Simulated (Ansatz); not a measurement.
# CH₉InOSi₂: one species, many methods

How much do the methods differ for CH₉InOSi₂? The plan is to run it at one geometry with functionals of several rungs and with coupled cluster, and see how far each lands from CCSD(T) at the basis-set limit for the atomisation energy.

Method: functionals in def2-TZVPP, the program's frozen cores in correlated methods; program: Ansatz 0.2.0, Gaussian basis.

The runs, in order: LDA (SPW92), PBE-D4, revPBE-D4, BLYP-D4, r2SCAN-D4, B97M-V, PBE0-D4, B3LYP-D4, r2SCANh-D4, r2SCAN0-D4, HSE06-D4, BHLYP-D4, CAM-B3LYP-D4, LC-ωPBE, ωB97X-V, ωB97M-V, B2PLYP, PBE-QIDH; CCSD(T)/def2-SVP; CCSD(T)/def2-TZVPP; MP2/def2-QZVPP; extrapolation to the limit; RPA on PBE.

### Step 1. Structure used throughout

All runs share one geometry, relaxed beforehand with PBE0-D4 in a triple-zeta def2 set. In takes the def2 core potential; no spin-orbit term is included.

SMILES `[SiH3]O[CH]([SiH3])[InH2]`, 14 atoms, charge 0, spin multiplicity 1.

Atoms are counted from 1 here; the program's logs count them from 0.

Bond lengths: Si1–O2 1.635 Å, Si1–H6 1.479 Å, Si1–H7 1.516 Å, Si1–H8 1.486 Å, O2–C3 1.444 Å, C3–Si4 1.871 Å, C3–In5 2.224 Å, C3–H9 1.098 Å, Si4–H10 1.489 Å, Si4–H11 1.487 Å, Si4–H12 1.492 Å, In5–H13 1.725 Å, In5–H14 1.726 Å. Angles: O2–Si1–H6 109.6°, O2–Si1–H7 106.5°, O2–Si1–H8 113.1°, H6–Si1–H7 110.0°, H6–Si1–H8 111.4°, H7–Si1–H8 106.0°, Si1–O2–C3 115.4°, O2–C3–Si4 109.6°, O2–C3–In5 109.9°, O2–C3–H9 109.8°, Si4–C3–In5 110.8°, Si4–C3–H9 109.0°, In5–C3–H9 107.8°, C3–Si4–H10 113.2°, C3–Si4–H11 110.3°, C3–Si4–H12 106.9°, H10–Si4–H11 108.7°, H10–Si4–H12 109.0° and more.

### Step 2. LDA

This LDA is Slater exchange with PW92 correlation.

in.yaml reads:

```yaml
crystal:
  periodic: [false, false, false]
  atoms:
    - {symbol: Si, position_ang: [-1.492944, 1.451346, 0.818964]}
    - {symbol: O, position_ang: [0.090864, 1.127245, 0.576754]}
    - {symbol: C, position_ang: [0.415823, -0.265635, 0.380687]}
    - {symbol: Si, position_ang: [2.214426, -0.427241, -0.109868]}
    - {symbol: In, position_ang: [-0.910439, -1.139668, -1.176473]}
    - {symbol: H, position_ang: [-1.736420, 2.898717, 0.637169]}
    - {symbol: H, position_ang: [-2.257897, 0.660735, -0.224103]}
    - {symbol: H, position_ang: [-1.990235, 0.978893, 2.137100]}
    - {symbol: H, position_ang: [0.248888, -0.821452, 1.313245]}
    - {symbol: H, position_ang: [3.152649, 0.094295, 0.921873]}
    - {symbol: H, position_ang: [2.466637, 0.286314, -1.389389]}
    - {symbol: H, position_ang: [2.479060, -1.881586, -0.315365]}
    - {symbol: H, position_ang: [-0.888959, -0.375530, -2.722830]}
    - {symbol: H, position_ang: [-1.791446, -2.586453, -0.847765]}
basis:
  gaussian: {orbitals: def2-TZVPP}
hamiltonian: {xc: lda}
output: {orbitals: {seedname: orbitals}}
```

Launch:

```sh
$ ansatz run in.yaml --threads 2 --pin off --events-out ev --progress --plain --max-ram 32768MiB --backend cuda --devices 0, --max-vram 18GiB
```

Further steps of the session: PBE-D4 (GGA); revPBE-D4 (GGA); BLYP-D4 (GGA); r2SCAN-D4 (meta-GGA); B97M-V (meta-GGA); PBE0-D4 (hybrid); B3LYP-D4 (hybrid); r2SCANh-D4 (hybrid); r2SCAN0-D4 (hybrid); HSE06-D4 (hybrid); BHLYP-D4 (hybrid); CAM-B3LYP-D4 (range-separated); LC-ωPBE (range-separated); ωB97X-V (range-separated); ωB97M-V (range-separated); B2PLYP (double hybrid); PBE-QIDH (double hybrid); CCSD(T) in def2-SVP; CCSD(T) in def2-TZVPP; MP2 in def2-QZVPP; RPA on PBE orbitals.

**Question.** What will the summary of the whole plan be? Wanted: atomisation energy, CCSD(T)/CBS; farthest beyond LDA; mean size of error, GGA; mean size of error, meta-GGA; mean size of error, hybrid; mean size of error, range-separated; mean size of error, double hybrid; gap, smallest and largest; T1 diagnostic.

The runs gave:

| quantity | value |
| --- | --- |
| atomisation energy, CCSD(T)/CBS | 4235.7 kJ/mol |
| functionals within 42.4 kJ/mol (1.0 %) | PBE-D4, r2SCAN-D4, B97M-V, B3LYP-D4, CAM-B3LYP-D4, ωB97X-V, ωB97M-V |
| farthest beyond LDA | revPBE-D4 (-124.3 kJ/mol) |
| mean size of error, GGA | 81.4 kJ/mol |
| mean size of error, meta-GGA | 12.2 kJ/mol |
| mean size of error, hybrid | 69.4 kJ/mol |
| mean size of error, range-separated | 22.9 kJ/mol |
| mean size of error, double hybrid | 88.3 kJ/mol |
| gap, smallest and largest | 3.19 eV (LDA (SPW92)), 9.80 eV (LC-ωPBE) |
| T1 diagnostic | 0.0138 |
| triples share of the correlation energy | 3.4 % |

What this shows: The LDA atomisation energy is off by 509.6 kJ/mol (12 %): it overbinds. PBE-D4 misses by -42.2 kJ/mol. Double hybrids carry the basis error of their MP2 part in triple zeta, and no dispersion term here, so their miss is partly the set-up's. The rungs meta-GGA, range-separated miss on average by less than the doubt on the reference (42.4 kJ/mol), so they tie. Misses under about 42.4 kJ/mol are within the doubt on the reference itself, which lacks core-valence correlation, spin-orbit coupling and higher excitations, and its outer-core shells are covered unevenly. All levels share the lack of spin-orbit coupling, which lowers the free heavy atoms and so the true binding. Hartree-Fock recovers 73 % of the binding; the rest is correlation. CCSD(T) in def2-SVP is off by -298.1 kJ/mol, which most functionals beat. The gap grows from 3.2 to 9.8 eV across the functionals, mostly with the share of exact exchange. Correlated methods include outer-core shells of In, which these sets cover unevenly.
